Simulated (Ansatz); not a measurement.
# NbSb (zincblende): a single-point run

Aim: a sound single-point run of NbSb (zincblende). The structure is shown as the input types it.

Program: Ansatz 0.2.0. Level of theory: DFT r2SCAN, scalar-relativistic, plane waves, PAW. These are calculated values, not measurements.

2 further runs of the same task are left out: 1 that didn't finish, 1 set aside as unsound or not needed. Runs told in other sessions of the task aren't counted.

## (1) The system as given

The structure is cubic, space group F-43m (No. 216). The conventional cell has a = 6.269 Å, b = 6.269 Å, c = 6.269 Å, α = 90.00°, β = 90.00°, γ = 90.00°. Nb (site symmetry -43m) has 4 Sb at 2.71 Å in its first shell of neighbours. Sb (site symmetry -43m) has 4 Nb at 2.71 Å in its first shell of neighbours.

Coordinates:

```
CELL_PARAMETERS angstrom
0.00000 3.13445 3.13445
3.13445 0.00000 3.13445
3.13445 3.13445 0.00000
ATOMIC_POSITIONS crystal
Nb 0.00000 0.00000 0.00000
Sb 0.25000 0.25000 0.25000
```

## (2) The calculation

The input, input.yaml:

```yaml
crystal:
  lattice:
    - [0.0, 3.1344527682, 3.1344527682]
    - [3.1344527682, 0.0, 3.1344527682]
    - [3.1344527682, 3.1344527682, 0.0]
  atoms:
    - { symbol: Nb, position: [0.0, 0.0, 0.0] }
    - { symbol: Sb, position: [0.25, 0.25, 0.25] }
basis:
  ecutwfc: 500
  ecutrho_ratio: 4
kpoints:
  mp_grid: { grid: [10, 10, 10] }
hamiltonian:
  xc: r2scan
scf:
  occupations: { method: fixed }
  max_iter: 60
output:
  forces: true
  stress: true
```

Run with:

```bash
$ ansatz run input.yaml --threads 2 --pin off --max-ram 2662MiB --backend cpu --events-out ev --progress --plain --runs-dir out
```

What happens when this is run?

The run converged and reported no error, with warnings (band overlap at count, metallic iterate, unresolved pair at count). Its log warns: «a fill by count may have filled part of one level: at k-index 5 the highest filled band, 9.563125 eV, and the lowest empty band, 9.563125 eV, stand 7.105e-15 eV apart ...»

The suspect setting: scf.occupations.method is fixed; scf.occupations.width is missing. What could go wrong: fixed occupations where they can't hold. The run converged, but that does not make its result sound.

To check: set scf.occupations.method to gaussian and scf.occupations.width to 0.05.
